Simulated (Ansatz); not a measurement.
I need a polarisability from point charges of C2H3NSe, SMILES NC1=C[Se]1. Use Ansatz's Python interface. Use (for the species named): B3LYP, def2-SVP basis, multiplicity 1.

```yaml
atoms:
  - { symbol: N, position_ang: [-0.0577, 1.0724, 0.6773] }
  - { symbol: C, position_ang: [0.1105, 0.0300, -0.2287] }
  - { symbol: C, position_ang: [-0.0877, -1.3842, -0.5061] }
  - { symbol: Se, position_ang: [0.8754, -0.4908, -1.8154] }
  - { symbol: H, position_ang: [-0.5967, 0.9485, 1.5534] }
  - { symbol: H, position_ang: [0.2246, 2.0905, 0.4139] }
  - { symbol: H, position_ang: [-0.4073, -2.3344, -0.1400] }
```

The script, `field.py`:
```python
'''Dipole of C2H3NSe in the field of point charges.'''

import warnings

import ansatz as az
from ase import Atoms
import numpy as np


def main() -> None:
    warnings.simplefilter('ignore', az.DeckWarning)

    atoms = Atoms(['N', 'C', 'C', 'Se', 'H', 'H', 'H'], positions=[
        [-0.0577, 1.0724, 0.6773],
        [0.1105, 0.03, -0.2287],
        [-0.0877, -1.3842, -0.5061],
        [0.8754, -0.4908, -1.8154],
        [-0.5967, 0.9485, 1.5534],
        [0.2246, 2.0905, 0.4139],
        [-0.4073, -2.3344, -0.14],
    ])
    system = az.Crystal.molecule_from_ase(atoms)

    calc = (
        system.calculation()
        .basis(gaussian='def2-SVP')
        .functional('b3lyp')
        .forces()
    )
    # charges +q and -q at -R and +R make a nearly even field 2 k q / R^2 at the centre
    centre = np.mean([site.position_ang for site in system.cartesian_sites], axis=0)
    field = 2 * 14.399645 * 3.0 / 40.0 ** 2


    def dipole(axis, sign):
        arm = 40.0 * np.eye(3)[axis]
        pair = [{'charge': sign * 3.0, 'position_ang': (centre - arm).tolist()}, {'charge': -sign * 3.0, 'position_ang': (centre + arm).tolist()}]
        deck = calc.input().set(az.key.basis.gaussian.point_charges, pair)
        return np.array(az.Session.from_dict(deck).plan().execute().report['charge_distribution']['dipole_moment_e_ang'])


    print(f'field {field:.4f} V/A')
    alpha = np.array([(dipole(axis, 1) - dipole(axis, -1)) / (2 * field) * 14.399645 for axis in range(3)])
    print('polarisability tensor (A^3)')
    print(np.array2string(alpha, precision=3, suppress_small=True))
    print(f'mean {np.trace(alpha) / 3:.3f} A^3 = {np.trace(alpha) / 3 / 0.14818471:.2f} bohr^3')


if __name__ == '__main__':
    main()
```

```console
$ python field.py
field 0.0540 V/A
polarisability tensor (A^3)
[[ 4.848  0.426 -1.57 ]
 [ 0.434  8.254  1.199]
 [-1.579  1.202  7.422]]
mean 6.841 A^3 = 46.17 bohr^3
```

Caveats:
- The geometry is a force-field or estimated start, not a minimum of this method, and the basis set is short of its limit. The field of two point charges is only nearly even.
- b3lyp holds the VWN-RPA fit, as in Gaussian; the form of ORCA and Turbomole is b3lyp5.
- Without diffuse functions polarisabilities are unreliable, as a rule too low, and they change with the bond lengths of this unrelaxed start.
- It ran for 22 s on 1 thread of Arm Neoverse V1, with other jobs on the host, peak memory 0.24 GiB.
